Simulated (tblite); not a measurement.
# B20H18P20: the cost of one run

Programs: tblite 0.8.0 and PySCF 2.14.0, with routines of our own; each step states its level. All values are computed. Atoms count from 0.

### Step 1. The starting structure

58 atoms, charge 0, multiplicity 1; geometry from: force field, distance geometry or constructed start.

### Step 2. Relaxing the molecule with GFN2-xTB

What the job is given:

```
{"job": {"kind": "relax", "xc": "GFN2-xTB", "basis": "xTB"}, "charge": 0, "multiplicity": 1}
P     -5.629500     2.341000    -0.001600
B     -7.248400     3.275400    -0.006900
P     -8.850800     2.340500     0.001000
B     -8.856700     0.487200    -0.006200
P     -7.246200    -0.448400     0.003400
B     -5.637700     0.482300    -0.002600
P      5.641400    -0.445500    -0.003300
B      4.033900     0.485500     0.001500
P      2.422300    -0.449300    -0.000400
B      2.416800    -2.308000     0.001600
P      4.028400    -3.238400    -0.002100
B      5.638800    -2.309200    -0.000000
P      0.805400     2.343500     0.005000
B     -0.799800     3.272200    -0.002700
P     -2.415000     2.347900     0.000200
B     -2.414700     0.483400     0.006300
P     -0.801600    -0.445300     0.000900
B      0.807700     0.479400    -0.001000
P    -10.467400    -0.445400     0.002500
B    -10.464000    -2.306300     0.002700
P     -8.858300    -3.233400     0.001500
B     -7.246100    -2.305700    -0.000200
P      4.033900     2.347400     0.006600
B      2.415400     3.268500    -0.001500
B     -4.023100     3.275400     0.000900
P     -4.029700    -0.448100     0.002500
B     -4.022900    -2.304900    -0.000700
P     -2.413400    -3.236600     0.001200
B     -0.801400    -2.306800    -0.002000
P     10.474800     2.343200     0.003400
B      8.866500     3.273400    -0.001100
P      7.250200     2.344100     0.000200
B      7.251100     0.482900    -0.001900
P      8.865000    -0.448500     0.003700
B     10.474900     0.484600    -0.003300
P      0.809300    -3.235000    -0.002900
P      7.251300    -3.237100    -0.004100
B      8.863800    -2.304700    -0.002600
P     -5.633300    -3.241100    -0.000100
B      5.636500     3.276200     0.001200
H     -7.245300     4.440500     0.003800
H    -10.062500     3.037200     0.003700
H      4.035400    -4.636200    -0.003600
H     -0.799400     4.442300    -0.001800
H    -11.682900     0.254500     0.002400
H    -11.482000    -2.890600    -0.003400
H     -8.853600    -4.637100    -0.000600
H      2.419300     4.445400     0.002300
H     -4.022000     4.443200     0.000200
H     -2.410900    -4.636500     0.002000
H     11.685200     3.035500     0.003100
H      8.869500     4.444100    -0.000300
H     11.486500    -0.102600     0.000100
H      0.805400    -4.638800    -0.003000
H      7.252800    -4.638100     0.001500
H      9.875600    -2.889200     0.000600
H     -5.627800    -4.642900    -0.001900
H      5.644000     4.450400    -0.000700
```

On the command line:

```console
$ OMP_NUM_THREADS=8 python large_run.py task.json out
```

This one command runs all jobs of the session in turn.

**Question.** How long does this first job take on 8 threads of AMD EPYC 7R43, shared host, and how much memory does it need?

About 83 s, with a peak of 0.16 GiB.
